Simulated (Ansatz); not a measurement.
Pd, space group Im-3m, a relaxation followed by a look at the electronic structure

Computed with the Ansatz DFT code, driven from Python.

Notebook, run cell by cell (the value of a cell's last expression is shown):

In [1]:
```python
import ansatz as az
import numpy as np

XC = "lda"
OCCUPATIONS = "Fermi-Dirac"
WIDTH_EV = 0.05
MAX_SCF = 200
```

In [2]:
```python
def count_gap(report):
    # lowest empty less highest filled band, counting bands; zero where they overlap
    return max(report.get("gap_by_band_count_ev") or 0.0, 0.0)
```

In [3]:
```python
def with_settings(crystal, spacing):
    return (
        crystal.calculation()
        .functional(XC)
        .accuracy("low")
        .occupations(OCCUPATIONS, width=WIDTH_EV)
        .scf(max_iterations=MAX_SCF)
        .kpoints(spacing=spacing)
    )
```

In [4]:
```python
lattice = az.Lattice.of(
    (-1.572281, 1.572281, 1.572281),
    (1.572281, -1.572281, 1.572281),
    (1.572281, 1.572281, -1.572281),
)
sites = [
    ("Pd", (0.0, 0.0, 0.0)),
]
structure = az.Crystal(lattice=lattice)
for symbol, position in sites:
    structure = structure.atom(symbol, position)
```

In [5]:
```python
len(structure.resolved().sites)
```
Out [5]:
```text
1
```

In [6]:
```python
relaxed = with_settings(structure, 0.34).relax(cell=True, force_tolerance=0.01, max_steps=40).checkpoint(write="relax.run").run(threads=1)
cell = np.asarray(relaxed.lattice.cell_ang)
print("relaxed edges (A):", np.linalg.norm(cell, axis=1).round(4), " volume:", round(abs(np.linalg.det(cell)), 3), "A^3")
for site in relaxed.lattice.sites:
    print(" ", site.symbol, np.round(site.position_frac, 4) + 0.0)

final = az.Crystal.from_checkpoint("relax.run")
res = with_settings(final, 0.26).functional("r2scan").stress().band_table().density_of_states(energy_step=0.05).run(threads=1)
report = res.report

sorted(key for key in report if key.endswith("_ev"))
```
```text
DeckWarning: basis.ecutwfc = 420 eV, auto-derived from the records' recommended cutoffs: set by Pd (normal level)
relaxed edges (A): [2.6448 2.6448 2.6448]  volume: 14.241 A^3
  Pd [0. 0. 0.]
DeckWarning: crystal.checkpoint: the structure is that of relax.run, a `relax` run, at its step 5: its result, under lda at a charge of 0 e; 1 atoms read, 0 with a starting moment [...]
DeckWarning: basis.ecutwfc = 500 eV, auto-derived from the records' recommended cutoffs: set by Pd (their level for a meta-GGA)
```
Out [6]:
```text
['eigenvalues_ev', 'energy_sigma0_ev', 'entropy_ts_ev', 'fermi_energy_ev', 'free_energy_ev',
 'gap_by_band_count_ev', 'harris_foulkes_ev', 'internal_energy_ev', 'lagrangian_above_aufbau_ev',
 'lagrangian_ev', 'lagrangian_sigma0_ev', 'loop_eigenvalues_ev', 'loop_fermi_energy_ev',
 'occupations_fermi_energy_ev', 'residual_norms_ev']
```

In [7]:
```python
res.unlabelled_reasons
```
Out [7]:
```text
['no_forces']
```

In [8]:
```python
report["n_electrons"]
```
Out [8]:
```text
18.0
```

In [9]:
```python
dos = res.density_of_states()
print(f"pressure at the relaxed cell {np.trace(report['stress_gpa']) / 3:.3f} GPa, gap by band count {count_gap(report):.3f} eV")
if count_gap(report) == 0:
    print("states/eV at the Fermi level:", round(float(np.interp(dos.fermi_ev, dos.energies_ev, dos.spin_summed_g_bin_mean_per_ev)), 3))
```
```text
pressure at the relaxed cell 11.226 GPa, gap by band count 0.000 eV
states/eV at the Fermi level: 1.242
```

Caveats:
- These settings explore the input space; cutoff and mesh may be short of convergence.
- Spin is left out of this run.
- For a metal this k-point mesh is coarse: on a finer one energies can move by several to tens of meV an atom and pressures by half a GPa or more, differences at one mesh by less.
- Only differences from the Fermi energy are physical; the zero of the scale is a convention.
- A gap by band count of zero or less means overlapping bands, a metal.
- This isn't the structure that Pd takes at ambient conditions.
- Gaps and levels are Kohn-Sham values on a finite set of k-points, without spin-orbit coupling.
- Warnings are shown shortened and without file and line.
- Where the second run takes another functional or mesh than the relaxation, its pressure isn't zero; pressure is positive in compression.
- The density of states is complete only as far up as bands were computed.
- The whole script took 3.8 s on 1 thread of Intel(R) Xeon(R) Platinum 8488C (Sapphire Rapids), on a shared host, peak memory 0.41 GiB.

(Lines on the test bed's own set-up are left out of the output.)
